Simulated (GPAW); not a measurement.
Crystal: H.

```
CELL_PARAMETERS angstrom
2.64964 0.00000 0.00000
0.00000 2.64964 0.00000
0.00000 0.00000 0.98049
ATOMIC_POSITIONS crystal
H 0.00000 0.00000 0.50000
```

| Quantity | Value |
| --- | --- |
| Program | GPAW 26.7.0 |
| Task | relaxation of cell and atoms |
| Functional | PBE |
| Potentials or basis | GPAW PAW data sets (gpaw-data 1.2.1) |
| Cutoff | 600 eV |
| Basis | pw |
| k mesh | 10 × 10 × 26 |
| Occupations | fermi-dirac, width 0.05 eV |
| Spin | no spin polarisation |

At the start: pressure 1.6 GPa; volume 6.88 Å³/atom.

Task: Where does the relaxation end?

Result: Over 8 steps the energy falls by 18.9 meV/atom and the volume is 10.12 Å³/atom (+47.0 %); space group P4/mmm (No. 123, to 0.05 Å).

Step by step:
| step | energy change (eV) | largest force (eV/Å) | pressure (GPa) | volume (Å³) |
| --- | --- | --- | --- | --- |
| 1 | 0.0000 | 0.0000 | 1.63 | 6.88 |
| 2 | -0.0003 | 0.0000 | 1.59 | 6.90 |
| 3 | -0.0145 | 0.0000 | 0.14 | 8.45 |
| 4 | -0.0171 | 0.0000 | -0.15 | 9.18 |
| 5 | -0.0183 | 0.0000 | -0.24 | 9.75 |
| 6 | -0.0187 | 0.0000 | -0.22 | 10.00 |
| 7 | -0.0189 | 0.0000 | -0.15 | 10.11 |
| 8 | -0.0189 | 0.0000 | -0.06 | 10.12 |

Final structure:
```xyz
1
Lattice="3.2042 0.0000 0.0000 0.0000 3.2042 0.0000 0.0000 0.0000 0.9858" Properties=species:S:1:pos:R:3 pbc="T T T"
H     0.0000    0.0000    0.4929
```

Caveat: later steps reuse the first step's grids; the volume moved by over 15 % at a fixed basis, so the end points are rough.
